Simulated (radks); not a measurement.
**Hf²⁺ in [Xe] 4f14 5d2: an all-electron calculation**

What are the levels of the hafnium ion Hf2+, how large are its shells, and how does its energy divide?

The numbers are computed with radks (a radial shooting solver on a logarithmic mesh, Libxc functionals) version 1 (Dirac Kohn-Sham, exchange-only B88, spin-unpolarised, spherical densities, finite nucleus; open shells fill j = l - 1/2 first), except any that are marked as measured or tabulated.

## 1. The atom as given

| Quantity | Value |
| --- | --- |
| element | hafnium (Z = 72) |
| charge | +2 |
| electrons | 70 |
| configuration | [Xe] 4f14 5d2 |
| nuclear rms radius | 5.347 fm |

## 2. The calculation

The run's settings:

```text
Z 72
configuration [Xe] 4f14 5d2 6s0 6p0
relativity Dirac
functional b88,
spin unpolarised
j_filling energy
nucleus finite rms 5.347 fm
c 137.035999084
```

Run with:

```
> python run_ks.py task.json out
```

This one command runs every case of the session in turn.

**Question.** What will this run give?

As calculated:

```
                        quantity                   value
                    total energy     -15091.9364 hartree
exchange-correlation share of it                  2.03 %
                            −T/E                  1.1184
          highest occupied level       5d3/2, -16.014 eV
    most extended occupied level  5d3/2, <r> = 2.12 bohr
 radius at density 0.001 e/bohr³               3.73 bohr
    maxima of the radial density                       4
         ionisation energy, NIST       22.55 (theory) eV
```

5 principal shells are occupied and 4 maxima appear in the radial density; where shells overlap, one shows as a shoulder or not at all. −T/E is 1.118: with relativity the kinetic term as defined here no longer equals −E. The top level binds by 16.014 eV, 71 % of the NIST ionisation energy of 22.55 eV; the potential of a semilocal functional falls off too fast, so its top eigenvalue is too shallow. Spin polarisation and multiplet splitting are left out.
